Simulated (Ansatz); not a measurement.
# C2H8AlN: the cost of one run

Program: Ansatz 0.2.0. Level of theory: RKS BLYP/def2-mTZVP. These are calculated values, not measurements.

## 1. The system as given

Bond lengths: C1–Al2 1.936 Å, Al2–C3 1.962 Å, Al2–N4 1.873 Å, C1–H5 1.160 Å, C1–H6 1.154 Å, C1–H7 1.117 Å, C3–H8 1.158 Å, C3–H9 1.124 Å, C3–H10 1.134 Å, N4–H11 1.044 Å, N4–H12 1.101 Å. Angles (14 of 18 angles, heavy atoms first): C1–Al2–C3 119.3°, C1–Al2–N4 121.4°, C3–Al2–N4 119.2°, Al2–C1–H5 110.7°, Al2–C1–H6 111.8°, Al2–C1–H7 113.3°, Al2–C3–H8 110.5°, Al2–C3–H9 113.0°, Al2–C3–H10 111.7°, Al2–N4–H11 108.9°, Al2–N4–H12 104.4°, H5–C1–H6 104.9°, H5–C1–H7 108.2°, H6–C1–H7 107.4°.

Structure file:

```xyz
12

C    -0.4310    1.6442   -0.7820
Al   -0.0529   -0.1614   -0.1936
C     1.0874   -0.4388    1.3789
N    -0.6882   -1.6495   -1.1369
H    -1.1380    1.6364   -1.7015
H    -0.9964    2.2476    0.0228
H     0.4858    2.2220   -1.0512
H     2.0567   -1.0004    1.0841
H     0.5650   -0.9866    2.2098
H     1.4336    0.5444    1.8245
H    -0.4631   -2.5137   -0.5964
H    -1.7820   -1.5993   -1.0247
```

## 2. End point A

The input, input.yaml:

```yaml
crystal:
  periodic: [false, false, false]
  atoms:
    - { symbol: C, position_ang: [-0.431, 1.6442, -0.782] }
    - { symbol: Al, position_ang: [-0.0529, -0.1614, -0.1936] }
    - { symbol: C, position_ang: [1.0874, -0.4388, 1.3789] }
    - { symbol: "N", position_ang: [-0.6882, -1.6495, -1.1369] }
    - { symbol: H, position_ang: [-1.138, 1.6364, -1.7015] }
    - { symbol: H, position_ang: [-0.9964, 2.2476, 0.0228] }
    - { symbol: H, position_ang: [0.4858, 2.222, -1.0512] }
    - { symbol: H, position_ang: [2.0567, -1.0004, 1.0841] }
    - { symbol: H, position_ang: [0.565, -0.9866, 2.2098] }
    - { symbol: H, position_ang: [1.4336, 0.5444, 1.8245] }
    - { symbol: H, position_ang: [-0.4631, -2.5137, -0.5964] }
    - { symbol: H, position_ang: [-1.782, -1.5993, -1.0247] }
basis:
  gaussian: { orbitals: def2-mTZVP }
hamiltonian:
  xc: blyp
relax:
  f_tol: 0.015
  max_steps: 40
output:
  orbitals: {}
```

Started as:

```console
$ ansatz run input.yaml --threads 2 --pin off --max-ram 3072MiB --backend cpu --events-out ev --progress --plain --runs-dir out
```

Q: Estimate wall time and peak memory on 2 threads of Intel Xeon 6975P-C (Granite Rapids), shared host.

About 12 s, with a peak of 0.21 GiB.
